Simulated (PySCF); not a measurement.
# SiSb: basis, grid and Hamiltonian

Aim: see how much the energy and properties of SiSb depend on the numerical set-up.

Program: PySCF 2.14.0. Level of theory: method and basis as typed in the scripts. These are calculated values, not measurements.

8 further runs of the same task are left out: 8 that didn't finish.

## Step 1: Where the work starts

SiSb: 2 atoms, charge 0, spin multiplicity 2.

Bond lengths: Si1–Sb2 2.356 Å.

## Step 2: Base script

Input file input.py:

```python
from pyscf import gto, scf, mp

mol = gto.M(
    atom='Si 0 0 0; Sb 0 0 2.356',
    basis='def2-svp',
    ecp={'Sb': 'def2-svp'},
    charge=0,
    spin=1,
    symmetry=True,
    verbose=4,
)
mf = scf.UHF(mol)
mf.kernel()
mp.MP2(mf, frozen=9).kernel()
mf.dip_moment()
print('orbital energies (hartree):', [e[max(0, n-3):n+3].round(4) for e, n in zip(mf.mo_energy, mol.nelec)])
```

The run is started by

```sh
OMP_NUM_THREADS=1 python input.py
```

Its log is not repeated here.

In short: E(SCF) = -528.019706 Eh, E(MP2) − E(SCF) = -0.19321 Eh, ⟨S²⟩ = 0.782, μ = 0.72 D (of the SCF density).

The bond length is a typed value, not an optimised one.

## Step 3: Cartesian functions on

Variant 1 changes Cartesian functions: off → on.

Input file input.py:

```python
from pyscf import gto, scf, mp

mol = gto.M(
    atom='Si 0 0 0; Sb 0 0 2.356',
    basis='def2-svp',
    ecp={'Sb': 'def2-svp'},
    charge=0,
    spin=1,
    symmetry=True,
    cart=True,
    verbose=4,
)
mf = scf.UHF(mol)
mf.kernel()
mp.MP2(mf, frozen=9).kernel()
mf.dip_moment()
print('orbital energies (hartree):', [e[max(0, n-3):n+3].round(4) for e, n in zip(mf.mo_energy, mol.nelec)])
```

The run is started by

```sh
OMP_NUM_THREADS=1 python input.py
```

## Step 4: Def2-svpd

Variant 2 changes basis set: def2-svp → def2-svpd.

Edit input.py of step 2 so:

```diff
@@ -4,4 +4,4 @@
     atom='Si 0 0 0; Sb 0 0 2.356',
-    basis='def2-svp',
-    ecp={'Sb': 'def2-svp'},
+    basis='def2-svpd',
+    ecp={'Sb': 'def2-svpd'},
     charge=0,
```

## Step 5: Sto-3g (core potential off)

Variant 3 changes basis set: def2-svp → sto-3g; core potential: on → off; frozen orbitals: 9 → 23. The core potential changes with it: totals don't compare.

Edit input.py of step 2 so:

```diff
@@ -4,4 +4,3 @@
     atom='Si 0 0 0; Sb 0 0 2.356',
-    basis='def2-svp',
-    ecp={'Sb': 'def2-svp'},
+    basis='sto-3g',
     charge=0,
@@ -13,3 +12,3 @@
 mf.kernel()
-mp.MP2(mf, frozen=9).kernel()
+mp.MP2(mf, frozen=23).kernel()
 mf.dip_moment()
```

What does the calculation give? Wanted: for each run, E(SCF); from base; gap, α spin; SCF dipole; after the SCF.

**Answer**, as computed:

```
                        run  E(SCF) (hartree)  from base (eV)  cycles  gap, α spin (eV)  SCF dipole (D)  functions                           after the SCF
                       base       -528.019706               0      16              8.15            0.72         44  MP2 correlation -5.258 eV, core frozen
     Cartesian functions on       -528.024218         -0.1228      16              8.15            0.73         47  MP2 correlation -5.378 eV, core frozen
                  def2-svpd       -528.021659         -0.0531      17              7.99            0.79         56  MP2 correlation -5.486 eV, core frozen
sto-3g (core potential off)      -6536.836494  not comparable      13              9.36            2.80         36  MP2 correlation -3.018 eV, core frozen
```

What this shows: Of the runs whose energies can be compared, “Cartesian functions on” moves the SCF energy most (-0.123 eV). def2-svpd (56 functions) gives an energy 0.05 eV lower than def2-svp (44).
